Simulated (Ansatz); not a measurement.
A run of Ansatz 0.2.0:

input.yaml

```yaml
crystal:
  lattice:
    - [3.962670049, 0.0, 0.0]
    - [-1.9813350245, 3.4317729293, 0.0]
    - [0.0, 0.0, 5.809192]
  atoms:
    - { symbol: Cd, position: [0.3333333333, 0.6666666667, 0.932717] }
    - { symbol: Cd, position: [0.6666666667, 0.3333333333, 0.578735] }
    - { symbol: S, position: [0.3333333333, 0.6666666667, 0.365705] }
hamiltonian:
  xc: pbesol
  pseudopotentials: { kind: paw }
kpoints:
  mp_grid: { grid: [8, 8, 5] }
  band_path:
    path:
      - [[0.0, 0.0, 0.0], [0.5, 0.0, 0.0], [0.3333333333, 0.3333333333, 0.0], [0.0, 0.0, 0.0], [0.0, 0.0, 0.5], [0.5, 0.0, 0.5], [0.3333333333, 0.3333333333, 0.5], [0.0, 0.0, 0.5]]
      - [[0.5, 0.0, 0.5], [0.5, 0.0, 0.0]]
      - [[0.3333333333, 0.3333333333, 0.0], [0.3333333333, 0.3333333333, 0.5]]
    npoints: 14
scf:
  occupations: { method: fermi_dirac, width: 0.05 }
  n_extra_bands: 7
output:
  forces: true
  stress: true
  eigenvalues: true
  fatbands: true
```

Potentials or basis: Ansatz PAW.

The run is started by

```bash
$ ansatz run input.yaml --threads 2 --pin off --max-ram 5632MiB --backend cpu --events-out ev --progress --plain --runs-dir out
```

Hardware: 2 threads of Intel(R) Xeon(R) Processor @ 2.50GHz (Skylake/Cascade Lake), with other jobs on the host.

Q: How long does it take, and how much memory?

A: Wall time 22 s on 2 threads of Intel(R) Xeon(R) Processor @ 2.50GHz (Skylake/Cascade Lake) (shared host), peak memory 0.44 GiB. Counts: scf iterations 7, plane waves 1555, k points 40, bands 30.
